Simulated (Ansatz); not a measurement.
# LiTi: the cost of one run

Computed with Ansatz 0.2.0 (DFT PBE, scalar-relativistic, plane waves, PAW, unless a step's input says otherwise).

**1. The starting structure**

Symmetry: P6/mmm, No. 191, hexagonal system. The conventional cell has a = 3.999 Å, b = 3.999 Å, c = 4.005 Å, α = 90.00°, β = 90.00°, γ = 120.00°. Li (site symmetry -6m2) is surrounded by 3 Li at 2.31 Å and 3 Ti at 2.31 Å. Ti (site symmetry 6/mmm) has 2 Ti at 2.00 Å as nearest neighbours.

Coordinates:

```
CELL_PARAMETERS angstrom
3.99911 0.00000 0.00000
-1.99955 3.46333 0.00000
0.00000 0.00000 4.00545
ATOMIC_POSITIONS crystal
Li 0.33333 0.66667 0.00000
Li 0.66667 0.33333 0.00000
Ti 0.00000 0.00000 0.50000
Ti 0.00000 0.00000 0.00000
```

Recipe of the guess: random cell by space group and Wyckoff sites (P6/mmm, No. 191). Lengths come from tabulated atomic sizes and are only a guess.

**2. Probe: one point on a coarse mesh**

Input file input.yaml:

```yaml
crystal:
  lattice:
    - [3.99910829, 0.0, 0.0]
    - [-1.99955415, 3.46332937, 0.0]
    - [0.0, 0.0, 4.00545419]
  atoms:
    - { symbol: Li, position: [0.33333333, 0.66666667, 0.0] }
    - { symbol: Li, position: [0.66666667, 0.33333333, 0.0] }
    - { symbol: Ti, position: [0.0, 0.0, 0.5] }
    - { symbol: Ti, position: [0.0, 0.0, 0.0] }
basis:
  ecutwfc: 420
kpoints:
  mp_grid: { grid: [6, 6, 4] }
hamiltonian:
  xc: pbe
scf:
  occupations: { method: gaussian, width: 0.1 }
  lower_state_search: "off"
output:
  forces: true
  stress: true
  eigenvalues: true
```

Started as:

```console
$ ansatz run input.yaml --threads 1 --pin off --max-ram 2560MiB --backend cpu --events-out ev --progress --plain --runs-dir out
```

**Question.** How long does this run take on 1 thread of Arm Neoverse V2, shared host, and how much memory does it need?

About 1.2 s, with a peak of 0.31 GiB.
